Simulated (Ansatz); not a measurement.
# TaN: the cost of one run

Computed with Ansatz 0.2.0 (DFT PBEsol, scalar-relativistic, plane waves, PAW, unless a step's input says otherwise).

41 further runs of the same task are left out: 41 set aside as unsound or not needed.

### Step 1. The system as given

The structure is hexagonal, space group P-6m2 (No. 187). Conventional cell: a = 2.924 Å, b = 2.924 Å, c = 2.871 Å, α = 90.00°, β = 90.00°, γ = 120.00°. Ta (site symmetry -6m2) has 6 N at 2.22 Å as nearest neighbours. N (site symmetry -6m2) is surrounded by 6 Ta at 2.22 Å.

As a file:

```
CELL_PARAMETERS angstrom
2.92404 0.00000 0.00000
-1.46202 2.53229 0.00000
0.00000 0.00000 2.87074
ATOMIC_POSITIONS crystal
Ta 0.33333 0.66667 0.50000
N 0.00000 0.00000 0.00000
```

It is the result of an earlier relaxation at this level (volume 10.63 Å³/atom; gap on the mesh: none (metal)).

### Step 2. Plan of the line

The energy is mapped over the lattice constants a and c of the conventional cell.

The axes are (1) lattice constant a (and b): 9 values from 2.778 to 3.070 Å; (2) lattice constant c: 9 values from 2.727 to 3.014 Å.

Nothing else is relaxed (symmetry fixes all fractional coordinates). Energies count from the relaxed crystal. Points are written as (first, second).

### Step 3. Point (2.961 Å, 2.727 Å)

Contents of input.yaml:

```yaml
crystal:
  lattice:
    - [2.9606, 0.0, 0.0]
    - [-1.4803, 2.5639548105, 0.0]
    - [0.0, 0.0, 2.7272]
  atoms:
    - { symbol: Ta, position: [0.3333333333, 0.6666666667, 0.5] }
    - { symbol: "N", position: [0.0, 0.0, 0.0] }
basis:
  ecutwfc: 520.0
kpoints:
  mp_grid: { grid: [18, 18, 16] }
hamiltonian:
  xc: pbesol
scf:
  occupations: { method: gaussian, width: 0.15 }
output:
  forces: true
  stress: true
  eigenvalues: true
```

On the command line:

```
ansatz run input.yaml --threads 1 --pin off --max-ram 2048MiB --backend cpu --events-out ev --progress --plain --runs-dir out
```

**Question.** How long does this run take on 1 thread of AMD EPYC 9R45 (Zen 5), shared host, and how much memory does it need?

About 2.9 s, with a peak of 0.46 GiB.
